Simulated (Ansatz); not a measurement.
# FGeH5O2Si: how energies converge with the basis set

One table from this session's results is given with a row withheld; the runs are named, their logs left out.

The runs use Ansatz 0.2.0, Gaussian basis; one geometry, several basis sets.

Plan: PBE0-D4/def2-SVP; ωB97M-V/def2-SVP; PBE0-D4/def2-QZVPP; ωB97M-V/def2-QZVPP; the functionals' def2-TZVPP values are taken from earlier runs.

## Structure used throughout

The geometry comes from an earlier relaxation with PBE0-D4 in a triple-zeta def2 set; it is a stationary point, not always the lowest conformer.

10 atoms, charge 0, spin multiplicity 1.

Atoms are counted from 1 here; the program's logs count them from 0.

Bond lengths: O1–Ge2 1.787 Å, O1–H6 0.961 Å, Ge2–Si3 2.391 Å, Ge2–H7 1.538 Å, Ge2–H8 1.541 Å, Si3–O4 1.641 Å, Si3–F5 1.600 Å, Si3–H9 1.486 Å, O4–H10 0.959 Å. Angles: Ge2–O1–H6 110.4°, O1–Ge2–Si3 105.3°, O1–Ge2–H7 107.8°, O1–Ge2–H8 108.1°, Si3–Ge2–H7 113.7°, Si3–Ge2–H8 112.5°, H7–Ge2–H8 109.1°, Ge2–Si3–O4 101.3°, Ge2–Si3–F5 111.6°, Ge2–Si3–H9 117.6°, O4–Si3–F5 110.4°, O4–Si3–H9 110.9°, F5–Si3–H9 105.1°, Si3–O4–H10 119.8°.

Set-up of the first run:

File in.yaml:

```yaml
crystal:
  periodic: [false, false, false]
  atoms:
    - {symbol: O, position_ang: [-1.248802, 0.471898, 1.735287]}
    - {symbol: Ge, position_ang: [-1.028836, 0.972383, 0.033656]}
    - {symbol: Si, position_ang: [0.771028, -0.368144, -0.791083]}
    - {symbol: O, position_ang: [1.063001, -1.341027, 0.497499]}
    - {symbol: F, position_ang: [2.061202, 0.518005, -1.123943]}
    - {symbol: H, position_ang: [-0.651250, -0.249392, 1.951952]}
    - {symbol: H, position_ang: [-0.731353, 2.481558, 0.021112]}
    - {symbol: H, position_ang: [-2.350083, 0.711833, -0.715824]}
    - {symbol: H, position_ang: [0.526220, -1.171575, -2.016694]}
    - {symbol: H, position_ang: [1.671972, -2.076839, 0.411036]}
basis:
  gaussian: {orbitals: def2-SVP}
hamiltonian: {xc: pbe0, dispersion: d4}
output: {orbitals: {seedname: orbitals}}
```

The run is started by

```bash
ansatz run in.yaml --threads 4 --pin off --events-out ev --progress --plain --max-ram 10444MiB
```

Among the steps run: PBE0-D4 in def2-SVP; ωB97M-V in def2-SVP; PBE0-D4 in def2-QZVPP; ωB97M-V in def2-QZVPP.

One of the session's tables, all rows but one given; the rest of the session is left out.

It belongs to the step «Functionals by basis». 

| functional | basis | HOMO (eV) |
| --- | --- | --- |
| PBE0-D4 | def2-SVP | -8.01 |
| PBE0-D4 | def2-TZVPP | -8.14 |
| PBE0-D4 | def2-QZVPP | -8.18 |
| ωB97M-V | def2-SVP | -10.07 |
| ωB97M-V | def2-TZVPP | ? |
| ωB97M-V | def2-QZVPP | -10.26 |

Q: Estimate the row for ωB97M-V, def2-TZVPP from the others.

As computed: HOMO (eV): -10.23. In the column «HOMO (eV)» it lies between ωB97M-V, def2-QZVPP (-10.26) and ωB97M-V, def2-SVP (-10.07).
